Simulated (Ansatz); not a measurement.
**YTe (CsCl type): equation of state and elastic constants**

The task here is to estimate one member of a computed series from the others.

Method: DFT PBEsol, scalar-relativistic, plane waves, PAW, in Ansatz 0.2.0.

## The system as given

The structure is cubic, space group Pm-3m (No. 221). The conventional cell has a = 3.726 Å, b = 3.726 Å, c = 3.726 Å, α = 90.00°, β = 90.00°, γ = 90.00°. Around Y (site symmetry m-3m) lie 8 Te at 3.23 Å. Te (site symmetry m-3m) is surrounded by 8 Y at 3.23 Å.

Coordinates:

```
Y Te
1.0
     3.72643    0.00000    0.00000
     0.00000    3.72643    0.00000
     0.00000    0.00000    3.72643
Y Te
1 1
Cartesian
  0.0000 0.0000 0.0000
  1.8632 1.8632 1.8632
```

An earlier run at PBEsol left this cell at 25.873 Å³/atom and -0.01 GPa (8×8×8 mesh).

Volume factors to run: 0.980, 1.020, 0.960, 1.040.

The first run:

File input.yaml:

```yaml
crystal:
  lattice:
    - [3.7014195091, 0.0, 0.0]
    - [0.0, 3.7014195091, 0.0]
    - [0.0, 0.0, 3.7014195091]
  atoms:
    - { symbol: "Y", position: [0.0, 0.0, 0.0] }
    - { symbol: Te, position: [0.5, 0.5, 0.5] }
basis:
  ecutwfc: 420
  ecutrho_ratio: 4
kpoints:
  mp_grid: { grid: [8, 8, 8] }
hamiltonian:
  xc: pbesol
scf:
  occupations: { method: gaussian, width: 0.05 }
output:
  forces: true
  stress: true
  eigenvalues: true
```

Steps of the session up to this table: Volume × 0.980; At 1.020 of the relaxed volume; Volume × 0.960; At 1.040 of the relaxed volume.

One of the session's tables, all rows but one given; the rest of the session is left out.

It belongs to the step «The fit». 

| volume (Å³/atom) | energy (meV/atom) | pressure (GPa) |
| --- | --- | --- |
| 24.838 | 9.66 | 3.15 |
| 25.356 | 2.31 | 1.49 |
| 25.873 | 0.00 | -0.01 |
| 26.391 | ? | ? |
| 26.908 | 8.64 | -2.59 |

Q: Estimate the row for volume (Å³/atom) = 26.391 from the others.

Worked estimate for «energy (meV/atom)». A straight line through the neighbours (25.873, 0.00) and (26.908, 8.64) gives 0.00 + (8.64 − 0.00) × (26.391 − 25.873) / (26.908 − 25.873) = 4.32; a parabola fitted to 3 rows on both sides gives 2.11.

As computed: energy (meV/atom): 2.25; pressure (GPa): -1.36. In «energy (meV/atom)» the line misses by +2.07 and the parabola by -0.14.
